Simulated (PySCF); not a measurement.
# SnClF (SMILES [F][Sn][Cl]): CCSDT/STO-3G

Aim: the vertical singlet–triplet gap of SnClF at CCSDT/STO-3G, from 2 runs. 

The results are computed with PySCF 2.14.0.

19 further runs of the same task are left out: 7 that didn't finish, 12 set aside as unsound or not needed.

## (1) Starting point

SnClF: 3 atoms, total charge 0, spin state singlet. SMILES: `[F][Sn][Cl]`. The shape is that of a PBE0-D4/def2-TZVP optimisation.

Bond lengths: F1–Sn2 1.935 Å, Sn2–Cl3 2.360 Å. Angles: F1–Sn2–Cl3 96.9°.

## (2) A single-point energy at CCSDT/STO-3G

Contents of job.py:

```python
from pyscf import gto, scf, cc

system = gto.M(
    atom='''
F     -2.625963     0.421598    -1.406712
Sn     0.310482     1.697163     0.360371
Cl     2.294694    -2.241215     1.021397
''',
    max_memory=1860,
    basis='sto-3g',
    unit='bohr',
    charge=0,
    verbose=4,
)

mf = scf.RHF(system)
mf.conv_tol = 1e-10
mf.kernel()
if not mf.converged:
    mf = mf.newton().run(mf.mo_coeff, mf.mo_occ)

mycc = cc.CCSDT(mf, frozen=24)
mycc.kernel()
e_tot = mycc.e_tot
print('E(%s) = %.9f' % ('CCSDT', e_tot))
```

On the command line:

```sh
OMP_NUM_THREADS=1 python job.py
```

Log:

```text
PySCF version 2.14.0

[INPUT] num. atoms = 3
[INPUT] num. electrons = 76
[INPUT] charge = 0
[INPUT] spin (= nelec alpha-beta = 2S) = 0
[INPUT] symmetry False subgroup None
[INPUT] Mole.unit = bohr
[INPUT] Symbol           X                Y                Z      unit          X                Y                Z       unit  Magmom
[INPUT]  1 F     -1.389599776319   0.223100053769  -0.744399932728 AA   -2.625963000000   0.421598000000  -1.406712000000 Bohr   0.0
[INPUT]  2 Sn     0.164299998801   0.898099982817   0.190700120676 AA    0.310482000000   1.697163000000   0.360371000000 Bohr   0.0
[INPUT]  3 Cl     1.214299770835  -1.185999902772   0.540500015702 AA    2.294694000000  -2.241215000000   1.021397000000 Bohr   0.0

nuclear repulsion = 338.758436771062
number of shells = 19
number of NR pGTOs = 123
number of NR cGTOs = 41
basis = sto-3g
ecp = {}

[... 39 lines left out ...]
converged SCF energy = -6515.97322822283
[... 16 lines left out ...]
WARN: A large `blksize` is being used, which may cause large memory consumption
[... 12 lines left out ...]
Init t2, MP2 energy = -6516.025619449038  E_corr(MP2) -0.052391226210
[... 20 lines left out ...]
RCCSDT converged
[... 3 lines left out ...]
E(CCSDT) = -6516.046115669
```

Run time: 3.6 s. Hardware: 1 thread of Arm Neoverse V1, shared host; peak memory 0.11 GiB.

## (3) The triplet, same level

Contents of input.py:

```python
from pyscf import gto, scf, cc

molecule = gto.M(
    atom='''
F     -2.625963     0.421598    -1.406712
Sn     0.310482     1.697163     0.360371
Cl     2.294694    -2.241215     1.021397
''',
    verbose=3,
    max_memory=1860,
    charge=0,
    spin=2,
    unit='bohr',
    basis='sto-3g',
)

mf = scf.UHF(molecule)
mf.conv_tol = 1e-10
mf.kernel()
if not mf.converged:
    mf = mf.newton().run(mf.mo_coeff, mf.mo_occ)

mycc = cc.CCSDT(mf, frozen=24)
mycc.kernel()
energy = mycc.e_tot
print('E(%s) = %.9f' % ('CCSDT', energy))
```

On the command line:

```sh
OMP_NUM_THREADS=1 python input.py
```

Log:

```text
WARN: HOMO -0.336849137715667 >= LUMO -0.582491182159471

converged SCF energy = -6515.91593935894  <S^2> = 2.0067294  2S+1 = 3.0044829
_make_eris_incore_UCCSDT

WARN: A large `blksize_v_aaa` is being used, which may cause large memory consumption
      for storing contraction intermediates. If memory is sufficient, consider using
      `pyscf.cc.uccsdt_highm.UCCSDT` instead.

WARN: A large `blksize_v_aab` is being used, which may cause large memory consumption
      for storing contraction intermediates. If memory is sufficient, consider using
      `pyscf.cc.uccsdt_highm.UCCSDT` instead.

UCCSDT converged
E(UCCSDT) = -6515.969312620075   E_corr = -0.05337326113597846
E_corr(same-spin) = -0.00836216836365582
E_corr(oppo-spin) = -0.0450110927723226
E(CCSDT) = -6515.969312620
```

Wall time 4.8 s (1 thread of Arm Neoverse V1, shared host); peak memory 0.11 GiB.

## (4) Results

At CCSDT/STO-3G, 24 core orbitals frozen:

| quantity | value |
| --- | --- |
| singlet: total energy | -6516.04612 Eh |
| singlet: dipole moment (Hartree–Fock density) | 3.31 D |
| singlet: HOMO energy (Hartree–Fock orbitals) | -6.48 eV |
| singlet: LUMO energy (Hartree–Fock orbitals) | 3.70 eV |
| singlet: HOMO–LUMO gap (Hartree–Fock orbitals) | 10.17 eV |
| singlet: correlation energy (24 core orbitals frozen) | -72.9 mEh |
| singlet: T1 diagnostic | 0.021 |
| triplet: total energy | -6515.96931 Eh |
| triplet: dipole moment (Hartree–Fock density) | 5.08 D |
| triplet: HOMO energy (Hartree–Fock orbitals) (highest over α and β) | -4.86 eV |
| triplet: LUMO energy (Hartree–Fock orbitals) (lowest over α and β) | 2.23 eV |
| triplet: correlation energy (24 core orbitals frozen) | -53.4 mEh |
| triplet: ⟨S²⟩ of the reference determinant | 2.007 |
| triplet: T1 diagnostic | 0.017 |
| vertical energy of the triplet above the singlet | 2.090 eV |

In words: At this shape the triplet lies 2.09 eV (48 kcal/mol) above the singlet. In a minimal basis such a difference can be off by several eV, whatever the method. The T1 diagnostic (singlet) of 0.021 is above the customary mark for such species, so a single reference may not serve. Mulliken charges (singlet) of the mean-field density run from -0.50 on Cl3 to +0.84 on Sn2. Relativity is left out (singlet) although the molecule holds a heavy atom. Relativity is left out (triplet) although the molecule holds a heavy atom.
